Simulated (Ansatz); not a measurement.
# K3AsOs: the cost of one run

Program: Ansatz 0.2.0. Level of theory: DFT PBE, scalar-relativistic, plane waves, PAW. These are calculated values, not measurements.

### Step 1. Starting point

It takes space group P6_3/mmc (No. 194, hexagonal). The conventional cell has a = 7.342 Å, b = 7.342 Å, c = 6.272 Å, α = 90.00°, β = 90.00°, γ = 120.00°. Around K (site symmetry mm2) lie 2 As at 2.43 Å. As (site symmetry -3m) has 6 K at 2.43 Å in its first shell of neighbours. Around Os (site symmetry -6m2) lie 12 K at 3.68 to 3.94 Å.

As a file:

```cif
data_structure
_symmetry_space_group_name_H-M 'P6_3/mmc'
_symmetry_Int_Tables_number 194
_cell_length_a 7.3416
_cell_length_b 7.3416
_cell_length_c 6.2723
_cell_angle_alpha 90.000
_cell_angle_beta 90.000
_cell_angle_gamma 120.000
_cell_volume 292.78
loop_
_atom_site_label
_atom_site_type_symbol
_atom_site_symmetry_multiplicity
_atom_site_Wyckoff_symbol
_atom_site_fract_x
_atom_site_fract_y
_atom_site_fract_z
_atom_site_occupancy
K1 K 6 h 0.14600 0.29200 0.25000 1
As1 As 2 a 0.00000 0.00000 0.50000 1
Os1 Os 2 d 0.33333 0.66667 0.75000 1
```

This is candidate A: hexagonal perovskite (2H) type (P6_3/mmc, No. 194).

(A quick probe on a coarse mesh, which set the mesh and smearing, is not shown.)

### Step 3. A loose first relaxation (candidate A)

Contents of input.yaml:

```yaml
crystal:
  lattice:
    - [7.3415876328, 0.0, 0.0]
    - [-3.6707938164, 6.3580013941, 0.0]
    - [0.0, 0.0, 6.2722977822]
  atoms:
    - { symbol: K, position: [0.146, 0.2919999999, 0.25] }
    - { symbol: K, position: [0.854, 0.146, 0.75] }
    - { symbol: K, position: [0.854, 0.7080000001, 0.75] }
    - { symbol: K, position: [0.146, 0.854, 0.25] }
    - { symbol: K, position: [0.7080000001, 0.854, 0.25] }
    - { symbol: K, position: [0.2919999999, 0.146, 0.75] }
    - { symbol: As, position: [0.0, 0.0, 0.5] }
    - { symbol: As, position: [0.0, 0.0, 0.0] }
    - { symbol: Os, position: [0.3333333333, 0.6666666667, 0.75] }
    - { symbol: Os, position: [0.6666666667, 0.3333333333, 0.25] }
basis:
  ecutwfc: 420
kpoints:
  mp_grid: { grid: [3, 3, 4] }
hamiltonian:
  xc: pbe
scf:
  occupations: { method: gaussian, width: 0.1 }
  lower_state_search: "off"
output:
  forces: true
  stress: true
  eigenvalues: true
relax:
  adjacent_minimum: "off"
  f_tol: 0.04
  max_steps: 70
  cell: { stress_tol: 0.4 }
```

Launch:

```bash
$ ansatz run input.yaml --threads 1 --pin off --max-ram 2560MiB --backend cpu --events-out ev --progress --plain --runs-dir out
```

What time and memory should one allow on 1 thread of Oxide Virtual Turin-like (Zen 5), shared host?

About 3 min, with a peak of 0.72 GiB.
